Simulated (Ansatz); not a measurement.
# C2H6AlI: one species, many methods

The task here is to estimate one member of a computed series from the others.

Program: Ansatz 0.2.0, Gaussian basis. Level of theory: functionals in def2-TZVPP, the program's frozen cores in correlated methods. These are calculated values, not measurements.

Levels to be run: PBE-D4, r2SCAN-D4, PBE0-D4, B3LYP-D4, ωB97X-V, ωB97M-V, B2PLYP; CCSD(T)/def2-TZVPP; MP2/def2-QZVPP; extrapolation to the limit.

### Structure used throughout

An earlier PBE0-D4 in a triple-zeta def2 set relaxation fixed the geometry. I takes the def2 core potential; no spin-orbit term is included.

SMILES `[AlH2][CH2]CI`, 10 atoms, charge 0, spin multiplicity 1.

Atoms are counted from 1 here; the program's logs count them from 0.

Bond lengths: Al1–C2 1.972 Å, Al1–H5 1.588 Å, Al1–H6 1.587 Å, C2–C3 1.500 Å, C2–H7 1.097 Å, C2–H8 1.097 Å, C3–I4 2.175 Å, C3–H9 1.088 Å, C3–H10 1.088 Å. Angles: C2–Al1–H5 120.3°, C2–Al1–H6 118.8°, H5–Al1–H6 121.0°, Al1–C2–C3 114.4°, Al1–C2–H7 107.4°, Al1–C2–H8 107.4°, C3–C2–H7 111.1°, C3–C2–H8 111.1°, H7–C2–H8 105.0°, C2–C3–I4 113.7°, C2–C3–H9 113.4°, C2–C3–H10 113.4°, I4–C3–H9 103.3°, I4–C3–H10 103.3°, H9–C3–H10 108.7°.

As a file:

```
Al   -0.4916    1.7091    0.1257
C    -0.2441   -0.2089    0.5101
C     0.5535   -0.9493   -0.5218
I     0.8103   -3.0631   -0.0764
H     0.1283    2.3483   -1.1895
H    -1.3176    2.5930    1.1522
H     0.2217   -0.2876    1.4999
H    -1.2412   -0.6502    0.6289
H     0.0888   -0.9548   -1.5056
H     1.5749   -0.5877   -0.6205
```

Set-up of the first run:

Input file in.yaml:

```yaml
crystal:
  periodic: [false, false, false]
  atoms:
    - {symbol: Al, position_ang: [-0.491551, 1.709122, 0.125693]}
    - {symbol: C, position_ang: [-0.244133, -0.208908, 0.510083]}
    - {symbol: C, position_ang: [0.553482, -0.949318, -0.521834]}
    - {symbol: I, position_ang: [0.810346, -3.063079, -0.076427]}
    - {symbol: H, position_ang: [0.128262, 2.348326, -1.189523]}
    - {symbol: H, position_ang: [-1.317575, 2.593021, 1.152199]}
    - {symbol: H, position_ang: [0.221747, -0.287578, 1.499925]}
    - {symbol: H, position_ang: [-1.241224, -0.650231, 0.628933]}
    - {symbol: H, position_ang: [0.088823, -0.954820, -1.505646]}
    - {symbol: H, position_ang: [1.574923, -0.587735, -0.620504]}
basis:
  gaussian: {orbitals: def2-TZVPP}
hamiltonian: {xc: pbe, dispersion: d4}
output: {forces: true, orbitals: {seedname: orbitals}}
```

Run with:

```sh
> ansatz run in.yaml --threads 4 --pin off --events-out ev --progress --plain --max-ram 10444MiB
```

Among the steps run: PBE-D4 (GGA); r2SCAN-D4 (meta-GGA); PBE0-D4 (hybrid); B3LYP-D4 (hybrid); ωB97X-V (range-separated); ωB97M-V (range-separated); B2PLYP (double hybrid); CCSD(T) in def2-TZVPP; MP2 in def2-QZVPP.

One table of the session follows, with a row left open; its other results are not shown here.

```
            method  atomisation energy (kJ/mol)
            PBE-D4                       3244.5
         r2SCAN-D4                       3218.6
           PBE0-D4                       3212.1
          B3LYP-D4                       3204.5
           ωB97X-V                       3213.6
           ωB97M-V                            ?
            B2PLYP                       3169.9
     HF/def2-TZVPP                       2389.6
    MP2/def2-TZVPP                       3169.6
   CCSD/def2-TZVPP                       3096.6
CCSD(T)/def2-TZVPP                       3140.1
           MP2/CBS                       3252.0
       CCSD(T)/CBS                       3222.5
```

Q: Estimate the row for ωB97M-V from the others.

As computed: atomisation energy (kJ/mol): 3207.5. In the column «atomisation energy (kJ/mol)» it lies between B3LYP-D4 (3204.5) and PBE0-D4 (3212.1).
